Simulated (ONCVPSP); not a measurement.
# Ni: the cost of one run

Method: ONCVPSP 4.0.1.1 (patched build), PBE, scalar-relativistic.

## 1. Starting point

Typed settings, in words:

```json
{"element": "nickel (Ni, Z = 28)", "type": "optimised norm-conserving Vanderbilt (ONCV)", "frozen core": "[Ne]", "valence charge": "18", "reference configuration": "3s2 3p6 3d8 4s2", "partial waves": "3s+4s: rc 1.25 bohr, ncon 3, nbas 6, qcut 12.2 1/bohr, 2 projectors; 3p: rc 1.00 bohr, ncon 4, nbas 8, qcut 18 1/bohr, 1 projector; 3d: rc 1.35 bohr, ncon 4, nbas 8, qcut 11 1/bohr, 2 projectors, debl 1.3 Ha", "local potential": "polynomial inside 0.70 bohr (lpopt 5, dvloc0 6 Ha)", "core correction": "Teter function, fcfact 3.5, rcfact 1.05"}
```

## 2. The generation run

Contents of Ni.dat:

```
# ATOM AND REFERENCE CONFIGURATION
# atsym  z   nc   nv     iexc    psfile
  Ni 28.00    3    4        4      upf
#
#   n    l    f
    1    0    2.00
    2    0    2.00
    2    1    6.00
    3    0    2.00
    3    1    6.00
    3    2    8.00
    4    0    2.00
#
# PSEUDOPOTENTIAL AND OPTIMIZATION
# lmax
    2
#
#   l,   rc,      ep,       ncon, nbas, qcut
    0    1.25    0.00    3    6   12.20
    1    1.00    0.00    4    8   18.00
    2    1.35    0.00    4    8   11.00
#
# LOCAL POTENTIAL
# lloc, lpopt,  rc(5),   dvloc0
    4    5    0.70    6.00
#
# VANDERBILT-KLEINMAN-BYLANDER PROJECTORs
# l, nproj, debl
    0    2    2.30
    1    1    1.10
    2    2    1.30
#
# MODEL CORE CHARGE
# icmod, fcfact, rcfact
    3    3.50    1.05
#
# LOG DERIVATIVE ANALYSIS
# epsh1, epsh2, depsh
   -6.00    5.00    0.04
#
# OUTPUT GRID
# rlmax, drl
    6.00    0.01
#
# TEST CONFIGURATIONS
# ncnf
    4
# nvcnf
#   n    l    f
    4
    3    0    2.00
    3    1    6.00
    3    2    8.00
    4    0    1.00
#
    4
    3    0    2.00
    3    1    6.00
    3    2    8.00
    4    0    0.00
#
    4
    3    0    2.00
    3    1    6.00
    3    2    7.00
    4    0    0.00
#
    4
    3    0    2.00
    3    1    6.00
    3    2    9.00
    4    0    1.00
#
```

Command:

```sh
$ oncvpsp.x < Ni.dat > Ni.out
```

**Question.** How long does this run take on 1 thread of Neoverse-N1, shared host?

About 4.7 s.
